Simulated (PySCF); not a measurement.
# C2H4SSi (SMILES SC1=C[SiH2]1): levels of theory compared

We compute a comparison of 6 runs (HF/STO-3G, HF/3-21G, B3LYP/3-21G, PBE0/6-31G**, PBE0/def2-SVP, MP2/STO-3G) of C2H4SSi. The job is set up through a Python script.

The results are computed with PySCF 2.14.0.

## 1. The system as given

C2H4SSi has 8 atoms, charge 0, and is taken as a singlet. SMILES: `SC1=C[SiH2]1`. The shape is that of a PBE0-D4/def2-TZVP optimisation. This is one conformer, not always the lowest.

Bond lengths: S1–C2 1.718 Å, C2–C3 1.338 Å, C2–Si4 1.814 Å, C3–Si4 1.798 Å, S1–H5 1.342 Å, C3–H6 1.081 Å, Si4–H7 1.483 Å, Si4–H8 1.483 Å. Some angles: S1–C2–C3 135.6°, S1–C2–Si4 156.7°, C3–C2–Si4 67.6°, C2–C3–Si4 68.9°, C2–Si4–C3 43.5°, C2–S1–H5 97.3°, C2–C3–H6 136.2°, Si4–C3–H6 154.9°, C2–Si4–H7 120.9°, C2–Si4–H8 120.9°.

## 2. Energy and gradient at HF/STO-3G (run 1)

Input file calc.py:

```python
from pyscf import gto

molecule = gto.M(
    atom='''
S     -0.593900     2.188800     0.194600
C     -0.070400     0.552600     0.194400
C      0.593100    -0.239600     1.044100
Si     0.152600    -1.126000    -0.456500
H     -1.174900     2.181300    -1.014900
H      1.033500    -0.135100     2.026300
H      1.135300    -1.400600    -1.532900
H     -0.983100    -2.078400    -0.510800
''',
    max_memory=1860,
    verbose=3,
    spin=0,
    basis='sto-3g',
    charge=0,
)

mf = molecule.RHF()
mf.conv_tol = 1e-10
mf.kernel()
if not mf.converged:
    mf = mf.newton().run(mf.mo_coeff, mf.mo_occ)

energy = mf.e_tot
print('E = %.10f Eh' % energy)
grad = mf.nuc_grad_method().kernel()
mf.analyze()
```

The run is started by

```bash
$ OMP_NUM_THREADS=1 python calc.py
```

Log:

```text
converged SCF energy = -755.801969986057
[... 11 lines left out ...]
MO #2   energy= -67.9805077185763  occ= 2
[... 5 lines left out ...]
MO #8   energy= -6.29359807248532  occ= 2
[... 5 lines left out ...]
MO #14  energy= -0.891660249959631 occ= 2
[... 5 lines left out ...]
MO #20  energy= -0.369478100572436 occ= 2
[... 5 lines left out ...]
MO #26  energy= 0.425197017830722  occ= 0
[... 5 lines left out ...]
MO #32  energy= 1.05709183596537   occ= 0
[... 9 lines left out ...]
Dipole moment(X, Y, Z, Debye): -0.30599, -0.76176, -1.13915
```

It took 1.6 s on 1 thread of Intel Xeon at 2.70GHz, shared host; peak memory 0.12 GiB.

## 3. Energy and forces at HF/3-21G (run 2)

Input file calc.py:

```python
import pyscf.grad
from pyscf import gto, scf

molecule = gto.M(
    atom='''
S     -1.122308     4.136233     0.367741
C     -0.133037     1.044263     0.367363
C      1.120797    -0.452778     1.973063
Si     0.288372    -2.127832    -0.862660
H     -2.220239     4.122060    -1.917883
H      1.953032    -0.255302     3.829152
H      2.145406    -2.646750    -2.896761
H     -1.857790    -3.927607    -0.965272
''',
    unit='bohr',
    max_memory=1860,
    spin=0,
    verbose=4,
    basis='3-21g',
)

mf = scf.RHF(molecule)
mf.conv_tol = 1e-10
mf.kernel()
if not mf.converged:
    mf = mf.newton().run(mf.mo_coeff, mf.mo_occ)

energy = mf.e_tot
print('E(%s) = %.9f' % ('HF', energy))
grad = mf.Gradients().kernel()
dip = mf.dip_moment()
pop, q = mf.mulliken_pop()
```

The run is started by

```bash
$ OMP_NUM_THREADS=1 python calc.py
```

Log:

```text
PySCF version 2.14.0

[... 66 lines left out ...]
converged SCF energy = -760.483231796541
[... 12 lines left out ...]
Dipole moment(X, Y, Z, Debye): -0.12951, -1.11325, -1.00653
[... 61 lines left out ...]
charge of    7H =     -0.20333
```

Run time: 1.8 s. Hardware: 1 thread of Intel Xeon at 2.70GHz, shared host; peak memory 0.12 GiB.

Run 3 isn't shown in full; the table further down has it.

## 4. Energy and gradient at PBE0/6-31G(d,p) (spherical functions) (run 4)

Input file calc.py:

```python
import pyscf.grad
from pyscf import gto, dft

mol = gto.M(
    atom='''
S       -0.593900       2.188800       0.194600
C       -0.070400       0.552600       0.194400
C        0.593100      -0.239600       1.044100
Si       0.152600      -1.126000      -0.456500
H       -1.174900       2.181300      -1.014900
H        1.033500      -0.135100       2.026300
H        1.135300      -1.400600      -1.532900
H       -0.983100      -2.078400      -0.510800
''',
    verbose=4,
    charge=0,
    max_memory=1860,
    basis='6-31g**',
)

mf = dft.RKS(mol, xc='pbe0')
mf.grids.level = 5
mf.conv_tol = 1e-10
mf.kernel()
if not mf.converged:
    mf = mf.newton().run(mf.mo_coeff, mf.mo_occ)

etot = mf.e_tot
print('E = %.10f Eh' % etot)
grad = mf.Gradients().kernel()
mf.analyze()
```

The run is started by

```bash
$ OMP_NUM_THREADS=1 python calc.py
```

Log:

```text
PySCF version 2.14.0

[... 101 lines left out ...]
MO #4   energy= -10.2400823761347  occ= 2
[... 15 lines left out ...]
MO #20  energy= -0.338662887572955 occ= 2
[... 15 lines left out ...]
MO #36  energy= 0.322343044467149  occ= 0
[... 15 lines left out ...]
MO #52  energy= 0.871165317475146  occ= 0
[... 15 lines left out ...]
MO #68  energy= 2.04513987508222   occ= 0
[... 15 lines left out ...]
MO #84  energy= 3.52104149682995   occ= 0
[... 95 lines left out ...]
Dipole moment(X, Y, Z, Debye): -0.21421, -0.37121, -0.69012
```

Run time: 30 s. Hardware: 1 thread of Intel Xeon at 2.70GHz, shared host; peak memory 0.82 GiB.

Run 5 isn't shown in full; the table further down has it.

## 5. Energy and forces at MP2/STO-3G (run 6)

Input file job.py:

```python
from pyscf import gto, scf, mp

mol = gto.M(
    atom=[
    ('S', (-0.593900, 2.188800, 0.194600)),
    ('C', (-0.070400, 0.552600, 0.194400)),
    ('C', (0.593100, -0.239600, 1.044100)),
    ('Si', (0.152600, -1.126000, -0.456500)),
    ('H', (-1.174900, 2.181300, -1.014900)),
    ('H', (1.033500, -0.135100, 2.026300)),
    ('H', (1.135300, -1.400600, -1.532900)),
    ('H', (-0.983100, -2.078400, -0.510800)),
],
    max_memory=1860,
    verbose=4,
    charge=0,
    basis='sto-3g',
)

calc0 = scf.RHF(mol)
calc0.conv_tol = 1e-10
calc0.kernel()
if not calc0.converged:
    calc0 = calc0.newton().run(calc0.mo_coeff, calc0.mo_occ)

pt = mp.MP2(calc0, frozen=12).run()
etot = pt.e_tot
print(f'total energy: {etot:.8f} hartree')
grad = pt.nuc_grad_method().kernel()
dip = calc0.dip_moment()
pop, q = calc0.mulliken_pop()
```

The run is started by

```bash
$ OMP_NUM_THREADS=1 python job.py
```

Log:

```text
PySCF version 2.14.0

[... 64 lines left out ...]
converged SCF energy = -755.801969986057
[... 8 lines left out ...]
total energy: -756.00026259 hartree
[... 8 lines left out ...]
Dipole moment(X, Y, Z, Debye): -0.30599, -0.76176, -1.13915
[... 41 lines left out ...]
charge of    7H =     -0.15204
```

Run time: 2.1 s. Hardware: 1 thread of Intel Xeon at 2.70GHz, shared host; peak memory 0.13 GiB.

## 6. Overview of the runs

```
run                               level  integration grid  frozen core orbitals  energy (Eh)  dipole moment (D) of the reference  HOMO energy (eV)  LUMO energy (eV)  wall time
  1                           HF/STO-3G                 –                     –  -755.801970                                1.40             -6.20              9.52      1.6 s
  2                            HF/3-21G                 –                     –  -760.483232                                1.51             -9.12              3.29      1.8 s
  3                         B3LYP/3-21G                 5                     –  -762.286063                                1.06             -6.50             -0.10       15 s
  4  PBE0/6-31G** (spherical functions)                 5                     –  -765.834671                                0.81             -6.78             -0.10       30 s
  5                       PBE0/def2-SVP                 5                     –  -765.598452                                0.82             -6.81              0.03       29 s
  6                          MP2/STO-3G                 –                    12  -756.000263                                1.40             -6.20              9.52      2.1 s
```

## 7. What came out

| quantity | value |
| --- | --- |
| run 6: total energy | -756.00026 Eh |
| run 6: dipole moment (Hartree–Fock density) | 1.40 D |
| run 6: HOMO energy (Hartree–Fock orbitals) | -6.20 eV |
| run 6: LUMO energy (Hartree–Fock orbitals) | 9.52 eV |
| run 6: HOMO–LUMO gap (Hartree–Fock orbitals) | 15.71 eV |
| run 6: correlation energy (12 core orbitals frozen) | -198.3 mEh |
| run 6: largest force on an atom | 1.707 eV/Å |

**Reading.** Over runs 1, 2, 3, 4, 5 the dipole moment (its size) runs from 0.81 D (PBE0/6-31G**) to 1.51 D (HF/3-21G). The two ends differ in method and basis. Over runs 1, 2, 3, 4, 5 the HOMO–LUMO gap runs from 6.41 eV (B3LYP/3-21G) to 15.71 eV (HF/STO-3G). Totals of different functionals can't be ranked against each other. In runs 1, 6 the basis is minimal, so the values are rough. All runs together took 78 s, the longest 30 s.
